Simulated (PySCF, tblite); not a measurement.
# C7H9N2 radical: geometry, infrared bands and EPR parameters

Aim: predict the infrared bands and EPR parameters of C7H9N2 radical (`C=C[CH]Cc1ncc[nH]1`).

Programs: tblite 0.8.0 and PySCF 2.14.0, with density-fitted response routines of our own. Each step states its level of theory. These are calculated values for one molecule in the gas phase, unless marked as measured. Atoms count from 0, in the outputs and in this text.

## 1. The starting structure

18 atoms, charge 0, multiplicity 2; geometry from: force field or distance geometry start.

Bonds of the start (Å): C0–C1 1.32, C1–C2 1.45, C2–C3 1.48, C3–C4 1.49, C4–N5 1.32, N5–C6 1.38, C6–C7 1.37, C7–N8 1.37, N8–C4 1.37, C0–H9 1.08, C0–H10 1.09, C1–H11 1.10, C2–H12 1.08, C3–H13 1.10, C3–H14 1.09, C6–H15 1.08, C7–H16 1.08, N8–H17 1.01.

## 2. Relaxing the molecule with GFN2-xTB

Job settings and geometry (Å):

```
{"job": {"kind": "relax", "xc": "GFN2-xTB", "basis": "xTB"}, "charge": 0, "multiplicity": 2}
C     -3.257900     0.737500    -0.427300
C     -2.311500     0.138200     0.269200
C     -1.282800    -0.683900    -0.332300
C     -0.162900    -1.248300     0.457900
C      1.154700    -0.576800     0.290300
N      2.322100    -1.154400     0.103500
C      3.236300    -0.129900    -0.003300
C      2.619700     1.090500     0.121300
N      1.296400     0.789700     0.300000
H     -3.338400     0.652500    -1.502400
H     -4.025100     1.339300     0.069300
H     -2.292000     0.243200     1.362800
H     -1.310900    -0.856100    -1.396700
H     -0.403700    -1.256000     1.532900
H     -0.055500    -2.301000     0.183900
H      4.285500    -0.330300    -0.142200
H      2.984200     2.103600     0.088400
H      0.532800     1.448400     0.407800
```

Command:

```bash
$ OMP_NUM_THREADS=1 python probes_run.py task.json out
```

This one command runs all jobs of the session in turn.

Log:

```text
step      E/eV     max force
  0    -689.37439    3.423
  1    -689.50220    1.454
  2    -689.53510    0.414
  3    -689.54704    0.261
  4    -689.55604    0.309
  5    -689.56041    0.149
  6    -689.56330    0.160
  7    -689.56594    0.182
  8    -689.56811    0.169
  9    -689.56998    0.094
 10    -689.57155    0.104
 11    -689.57273    0.093
 12    -689.57358    0.067
 13    -689.57425    0.056
 14    -689.57479    0.048
 15    -689.57517    0.048
 16    -689.57545    0.035
 17    -689.57573    0.048
 18    -689.57605    0.054
 19    -689.57638    0.046
 20    -689.57669    0.043
 21    -689.57697    0.044
 22    -689.57725    0.047
 23    -689.57748    0.040
 24    -689.57766    0.034
 25    -689.57783    0.035
 26    -689.57801    0.038
 27    -689.57817    0.034
 28    -689.57830    0.025
 29    -689.57840    0.025
 30    -689.57851    0.030
 31    -689.57864    0.033
 32    -689.57877    0.028
 33    -689.57888    0.030
 34    -689.57898    0.030
 35    -689.57908    0.029
 36    -689.57919    0.031
 37    -689.57932    0.032
 38    -689.57948    0.034
 39    -689.57966    0.040
 40    -689.57984    0.040
 41    -689.57998    0.036
 42    -689.58010    0.030
 43    -689.58023    0.033
 44    -689.58040    0.046
 45    -689.58063    0.054
 46    -689.58088    0.044
 47    -689.58107    0.031
 48    -689.58119    0.022
 49    -689.58127    0.018
 50    -689.58134    0.018
 51    -689.58139    0.014
 52    -689.58143    0.014
 53    -689.58146    0.011
 54    -689.58148    0.010
 55    -689.58150    0.009
```

Run time: 0.29 s. Hardware: 1 thread of Arm Neoverse V2, shared host.

Along the way: (not every step is listed)

| step | energy from step 0 (eV) | largest force (eV/Å) |
| --- | --- | --- |
| 0 | 0.0000 | 3.4234 |
| 1 | -0.1278 | 1.4536 |
| 2 | -0.1607 | 0.4140 |
| 3 | -0.1727 | 0.2613 |
| 4 | -0.1817 | 0.3091 |
| 5 | -0.1860 | 0.1495 |
| 6 | -0.1889 | 0.1597 |
| 7 | -0.1916 | 0.1818 |
| 8 | -0.1937 | 0.1688 |
| 12 | -0.1992 | 0.0666 |
| 16 | -0.2011 | 0.0352 |
| 20 | -0.2023 | 0.0429 |
| 24 | -0.2033 | 0.0337 |
| 28 | -0.2039 | 0.0246 |
| 32 | -0.2044 | 0.0282 |
| 36 | -0.2048 | 0.0315 |
| 40 | -0.2055 | 0.0403 |
| 44 | -0.2060 | 0.0457 |
| 48 | -0.2068 | 0.0222 |
| 50 | -0.2070 | 0.0185 |
| 51 | -0.2070 | 0.0142 |
| 52 | -0.2070 | 0.0145 |
| 53 | -0.2071 | 0.0112 |
| 54 | -0.2071 | 0.0103 |
| 55 | -0.2071 | 0.0095 |

Close pairs (by a distance rule), those that changed most:

| bond | before (Å) | after (Å) | change (Å) |
| --- | --- | --- | --- |
| C1–C2 | 1.448 | 1.379 | -0.069 |
| C0–C1 | 1.319 | 1.369 | +0.050 |
| C0–H10 | 1.094 | 1.074 | -0.020 |
| N5–C6 | 1.377 | 1.360 | -0.018 |
| C1–H11 | 1.099 | 1.085 | -0.014 |
| C4–N8 | 1.374 | 1.360 | -0.014 |
| C4–N5 | 1.316 | 1.305 | -0.010 |
| C6–C7 | 1.373 | 1.364 | -0.009 |

The end geometry stands in the next job.

## 3. Vibrational analysis with GFN2-xTB

Job settings and geometry (Å):

```
{"job": {"kind": "ir", "xc": "GFN2-xTB", "basis": "xTB"}, "charge": 0, "multiplicity": 2}
C     -3.228566     0.750772    -0.461090
C     -2.269542     0.103091     0.270518
C     -1.237706    -0.632299    -0.273177
C     -0.168150    -1.278498     0.533603
C      1.135647    -0.579972     0.311997
N      2.288998    -1.145391     0.079534
C      3.185611    -0.132443    -0.057553
C      2.560903     1.070874     0.087347
N      1.246763     0.775525     0.324716
H     -3.218046     0.719182    -1.536408
H     -4.019849     1.303236     0.010572
H     -2.324518     0.164910     1.352069
H     -1.152206    -0.708724    -1.347302
H     -0.423676    -1.254499     1.597443
H     -0.023105    -2.319530     0.235204
H      4.218448    -0.339170    -0.251006
H      2.923462     2.076622     0.042587
H      0.496774     1.432630     0.464012
```

Log:

```text
mode    cm-1     km/mol
  1      24.9      6.10
  2      38.0      2.24
  3     115.5      0.07
  4     214.7      3.26
  5     245.2      1.27
  6     307.7      1.54
  7     347.8      5.99
  8     506.1      5.85
  9     532.0      2.09
 10     582.7     17.43
 11     620.9     58.05
 12     662.3      0.12
 13     686.8      2.40
 14     752.0     13.13
 15     755.9      4.86
 16     768.7     13.87
 17     830.0      6.74
 18     885.8      0.84
 19     900.2      7.62
 20     942.8      2.85
 21     970.6      6.75
 22     988.9     16.32
 23    1072.7     19.96
 24    1077.2      7.59
 25    1121.2      1.87
 26    1135.2      1.95
 27    1163.5     15.82
 28    1227.7      2.23
 29    1247.3      5.68
 30    1260.0      1.46
 31    1275.8      1.94
 32    1325.9      6.97
 33    1362.3     22.45
 34    1399.1     76.40
 35    1440.7      5.79
 36    1458.5      6.29
 37    1473.2      8.48
 38    1498.8      6.87
 39    1550.1     51.70
 40    2944.6     29.52
 41    2971.3      7.92
 42    3033.0     38.27
 43    3082.1     39.96
 44    3116.2     20.65
 45    3154.7     38.94
 46    3172.8     10.90
 47    3186.5     36.34
 48    3466.3      3.13
```

Run time: 0.49 s. Hardware: 1 thread of Arm Neoverse V2, shared host.

Which atoms move in the most intense modes:

| cm⁻¹ | km/mol | atoms |
| --- | --- | --- |
| 621 | 58.0 | H17 61 %, C6 16 %, C7 11 % |
| 1399 | 76.4 | C4 48 %, N8 29 % |
| 1550 | 51.7 | C4 46 %, N5 24 %, C6 12 % |
| 2945 | 29.5 | H13 92 % |
| 3033 | 38.3 | H11 91 % |
| 3082 | 40.0 | H12 91 % |
| 3155 | 38.9 | H10 65 %, H9 25 % |
| 3186 | 36.3 | H16 54 %, H15 37 % |

## 4. EPR parameters: B3LYP/pcH-1

The job, as its differences from that of step 3:

```diff
@@ -1,2 +1,2 @@
-{"job": {"kind": "ir", "xc": "GFN2-xTB", "basis": "xTB"}, "charge": 0, "multiplicity": 2}
+{"job": {"kind": "epr", "basis": "pcH-1"}, "charge": 0, "multiplicity": 2}
 C     -3.228566     0.750772    -0.461090
```

Method: UKS B3LYP, pcH-1 on C H N, non-relativistic, mean-field spin-orbit, GIAO.

Log:

```text
UKS, coarse grid
  cycle   1  E = -381.55307948  |g| = 3.80e-01
  cycle   2  E = -381.46981278  |g| = 5.83e-01
  cycle   3  E = -381.62418704  |g| = 1.33e-01
  cycle   4  E = -381.63167992  |g| = 3.84e-02
  cycle   5  E = -381.63242114  |g| = 1.38e-02
  cycle   6  E = -381.63252284  |g| = 6.23e-03
  cycle   7  E = -381.63255476  |g| = 2.16e-03
  cycle   8  E = -381.63255940  |g| = 1.70e-03
  cycle   9  E = -381.63256088  |g| = 3.09e-04
UKS, final grid
  cycle   1  E = -381.63254110  |g| = 5.07e-04
  cycle   2  E = -381.63254076  |g| = 9.57e-04
  cycle   3  E = -381.63254123  |g| = 5.45e-05
  cycle   4  E = -381.63254123  |g| = 2.13e-05
E = -381.63254123 Eh   <S^2> = 0.7754 (exact 0.7500)
g shifts (ppm)      1          2          3
  rmc          -146       -146       -146
  gc              4         36         32
  oz_so         -16        557        631
  total        -157        448        517
hyperfine (MHz)  atom isotope    a_iso     a_fc   dipolar eigenvalues
    0   13C      54.58      54.58    -51.76    -50.01    101.76
    1   13C     -47.63     -47.63    -27.99     11.04     16.95
    2   13C      57.72      57.72    -51.89    -50.63    102.52
    3   13C     -20.41     -20.41     -1.49      0.64      0.85
    4   13C      51.77      51.77     -3.25     -2.86      6.11
    5   14N       0.66       0.66     -0.29     -0.12      0.40
    6   13C       2.28       2.28     -0.60     -0.12      0.72
    7   13C      -0.53      -0.53     -0.43     -0.05      0.48
    8   14N      -0.04      -0.04     -0.57     -0.21      0.78
    9    1H     -40.04     -40.04    -21.69     -1.63     23.32
   10    1H     -42.13     -42.13    -25.29     -0.29     25.58
   11    1H      11.58      11.58     -5.20     -1.15      6.34
   12    1H     -39.36     -39.36    -21.13     -2.26     23.39
   13    1H       2.45       2.45     -3.16     -2.60      5.76
   14    1H      59.41      59.41     -3.45     -2.62      6.07
   15    1H       0.69       0.69     -0.54     -0.39      0.93
   16    1H       0.08       0.08     -0.57     -0.41      0.98
   17    1H      -0.52      -0.52     -3.03     -1.29      4.32
```

It took 89 s on 1 thread of Arm Neoverse V2, shared host; peak memory 0.98 GiB.

Principal g values 2.00216, 2.00277, 2.00284; g(iso) = 2.00259, against 2.00232 for a free electron.

Mean a(iso) over the nuclei that a row names, and the largest dipolar term of the row (other rows stand at the frozen geometry):

| nuclei | isotope | a(iso) (MHz) | a(iso) (G, at g = 2.0023) | largest dipolar term (MHz) |
| --- | --- | --- | --- | --- |
| C2 | 13C | 57.7 | 20.6 | 102.5 |
| C0 | 13C | 54.6 | 19.5 | 101.8 |
| C4 | 13C | 51.8 | 18.5 | 6.1 |
| C1 | 13C | -47.6 | -17.0 | -28.0 |
| H10 | 1H | -42.1 | -15.0 | 25.6 |
| H9 | 1H | -40.0 | -14.3 | 23.3 |
| H12 | 1H | -39.4 | -14.0 | 23.4 |
| H13, H14 | 1H | 30.9 | 11.0 | 6.1 |
| C3 | 13C | -20.4 | -7.3 | -1.5 |
| H11 | 1H | 11.6 | 4.1 | 6.3 |
| C6 | 13C | 2.3 | 0.8 | 0.7 |
| H15 | 1H | 0.7 | 0.2 | 0.9 |
| N5 | 14N | 0.7 | 0.2 | 0.4 |
| C7 | 13C | -0.5 | -0.2 | 0.5 |

Mulliken spin populations:

C0 0.68; C1 -0.26; C2 0.65; C3 -0.05; C4 0.02; N5 0.00; C6 0.01; C7 0.00; N8 0.00; H9 -0.03; H10 -0.03; H11 0.01; H12 -0.03; H13 0.00; H14 0.02; H15 0.00; H16 0.00; H17 0.00

In first order the couplings over 0.8 MHz of 1H give 48 distinct lines over 69.6 G, if the averaged nuclei exchange fast.

The fields below are evaluated on a grid from the run's orbitals.

ELF in a plane through or near 8 of the atoms.

Ten even steps from ' ' (0.00) to '@' (1.00):
```
                                                        
                                                        
                                                        
            ::##%%**                                    
            ##@@@@@@..                                  
            ##@@@@@@..  ==##::      ::--::==**==        
            ==@@@@%%::::%%@@++    ::====**@@@@@@::      
            ..++::::%%++@@@@==  ::==++++##@@@@@@++      
          ..--####==##--####    ==**####**@@@@@@--      
      ..==++**##**..==%%**..  ::**++--**++++**==        
      ..**##****++..==++==--::==****..++++==::..        
        ::::::==****%%--%%%%++##==++++++==::..          
              --####**==%%--::**----====::..            
              ==%%%%::  --**++==........                
              --****..  ==%%##--                        
                ....    ++%%##::                        
                        ::++--..                        
                                                        
                                                        
                                                        
```
The map spans 13.6 Å across and 9.8 Å up, centred on the molecule. Atoms in the plane (x, y in Å): C1 (2.3, 0.0), C3 (0.1, -1.3), C4 (-1.2, -0.6), C7 (-2.5, 1.2), N8 (-1.2, 0.8), H10 (4.1, 1.1), H16 (-2.8, 2.2), H17 (-0.5, 1.4).

On the surface of density 0.002 e/bohr³ the electrostatic potential runs, from the 1st to the 99th percentile, from -2.01 V near N5 to 2.01 V near H17.

The spin density lies nearest to C0, C2 about 32 % each; C1 9 % (beta excess); H9 7 %.

## 5. What came out

| quantity | value |
| --- | --- |
| strongest single infrared mode (GFN2-xTB) | 1399 cm⁻¹, 76 km/mol |
| zero-point energy (GFN2-xTB) | 89.9 kcal/mol |
| g(iso) (B3LYP) | 2.00259 |
| ⟨S²⟩ | 0.775 (exact 0.75) |
| largest a(iso) (averaged by class) | 13C on C2, 57.7 MHz |
| surface potential, 1st and 99th percentile | -2.01 V and 2.01 V |

**Reading.** Over 55 steps the energy fell by 0.207 eV; of the close pairs, C1–C2 changed most, 1.448 to 1.379 Å. All 48 modes are real, so the xTB geometry is a minimum. The strongest single mode, at 1399 cm⁻¹, moves mainly C4 and N8. GFN2-xTB is a fitted tight-binding method: band positions and strengths are rough. Its intensities can rank the bands wrongly. The largest spin populations lie on C0 (0.68 e), C2 (0.65 e). The isotropic g lies 0.3 ppt above the free-electron value.
